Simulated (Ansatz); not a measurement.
# H4OSe2Si: the cost of one run

Method: RKS B3LYP-D4/def2-SVP, in Ansatz 0.2.0.

## 1. Starting point

Bond lengths: O1–Si2 1.673 Å, Si2–Se3 2.264 Å, Se3–Se4 2.282 Å, O1–H5 1.042 Å, Si2–H6 1.470 Å, Si2–H7 1.496 Å, Se4–H8 1.532 Å. Angles: O1–Si2–Se3 107.3°, O1–Si2–H6 111.0°, O1–Si2–H7 110.2°, Se3–Si2–H6 110.1°, Se3–Si2–H7 109.3°, H6–Si2–H7 109.0°, Si2–O1–H5 105.2°, Si2–Se3–Se4 92.2°, Se3–Se4–H8 92.0°.

As a file:

```xyz
8

O    -0.5279    0.8333   -1.4303
Si    0.4142    0.7162   -0.0533
Se    1.3674   -1.3377   -0.0643
Se   -0.6561   -2.3749    0.1230
H    -0.9820    1.7693   -1.3725
H    -0.4012    0.8874    1.1583
H     1.4864    1.7590   -0.0697
H    -0.6085   -2.3097    1.6529
```

## 2. End point A

Input file input.yaml:

```yaml
crystal:
  periodic: [false, false, false]
  atoms:
    - { symbol: O, position_ang: [-0.5279, 0.8333, -1.4303] }
    - { symbol: Si, position_ang: [0.4142, 0.7162, -0.0533] }
    - { symbol: Se, position_ang: [1.3674, -1.3377, -0.0643] }
    - { symbol: Se, position_ang: [-0.6561, -2.3749, 0.123] }
    - { symbol: H, position_ang: [-0.982, 1.7693, -1.3725] }
    - { symbol: H, position_ang: [-0.4012, 0.8874, 1.1583] }
    - { symbol: H, position_ang: [1.4864, 1.759, -0.0697] }
    - { symbol: H, position_ang: [-0.6085, -2.3097, 1.6529] }
basis:
  gaussian: { orbitals: def2-SVP }
hamiltonian:
  xc: b3lyp
  dispersion: d4
relax:
  f_tol: 0.02
  max_steps: 50
```

Run with:

```console
$ ansatz run input.yaml --threads 2 --pin off --max-ram 3072MiB --backend cpu --events-out ev --progress --plain --runs-dir out
```

What time and memory should one allow on 2 threads of Intel Xeon Platinum 8488C (Sapphire Rapids), shared host?

About 47 s, with a peak of 0.32 GiB.
